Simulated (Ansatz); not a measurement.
**BCl₂F (SMILES FB(Cl)Cl): functionals against CCSD(T) at one geometry**

The task here is to estimate one member of a computed series from the others.

Program: Ansatz 0.2.0, Gaussian basis. Level of theory: single points in def2-TZVPP. These are calculated values, not measurements.

Cores are frozen in the correlated methods.

**Starting geometry**

SMILES `FB(Cl)Cl`, 4 atoms, charge 0, spin multiplicity 1.

Atoms are counted from 1 here; the program's logs count them from 0.

Bond lengths: F1–B2 1.312 Å, B2–Cl3 1.759 Å, B2–Cl4 1.704 Å. Angles: F1–B2–Cl3 117.7°, F1–B2–Cl4 119.9°, Cl3–B2–Cl4 122.3°.

Coordinates:

```
F     0.1373   -1.1881   -0.7613
B     0.0444   -0.0831   -0.0602
Cl   -1.5391    0.3594    0.5640
Cl    1.4405    0.8405    0.2587
```

Set-up of the first run:

Contents of run/in.yaml:

```yaml
crystal:
  periodic: [false, false, false]
  atoms:
    - {symbol: F, position_ang: [0.137300, -1.188100, -0.761300]}
    - {symbol: B, position_ang: [0.044400, -0.083100, -0.060200]}
    - {symbol: Cl, position_ang: [-1.539100, 0.359400, 0.564000]}
    - {symbol: Cl, position_ang: [1.440500, 0.840500, 0.258700]}
basis:
  gaussian: {orbitals: def2-TZVPP}
correlation: {method: ccsd_t}
output: {forces: true}
```

The command line of these runs was not kept.

Steps of the session up to this table: CCSD(T)/def2-TZVPP; PBE0-D4/def2-TZVPP; wB97M-V/def2-TZVPP; r2SCAN-D4/def2-TZVPP; PBE-D4/def2-TZVPP; SPW92/def2-TZVPP; BLYP-D4/def2-TZVPP.

One table of the session follows, with a row left open; its other results are not shown here.

| method | RMS force component (eV/Å) | angle to CCSD(T) forces (°) | dipole (D) |
| --- | --- | --- | --- |
| CCSD(T) | 0.449 | reference | 0.47 |
| PBE0-D4 | 0.412 | 12.6 | 0.45 |
| wB97M-V | 0.430 | 1.9 | 0.45 |
| r2SCAN-D4 | 0.420 | 2.0 | 0.42 |
| PBE-D4 | 0.490 | 20.9 | 0.41 |
| SPW92 | 0.378 | 22.3 | 0.44 |
| BLYP-D4 | ? | ? | ? |

Estimate the missing values for BLYP-D4.

As computed: RMS force component (eV/Å): 0.561; angle to CCSD(T) forces (°): 27.2; dipole (D): 0.43. In the column «RMS force component (eV/Å)» it is the highest.
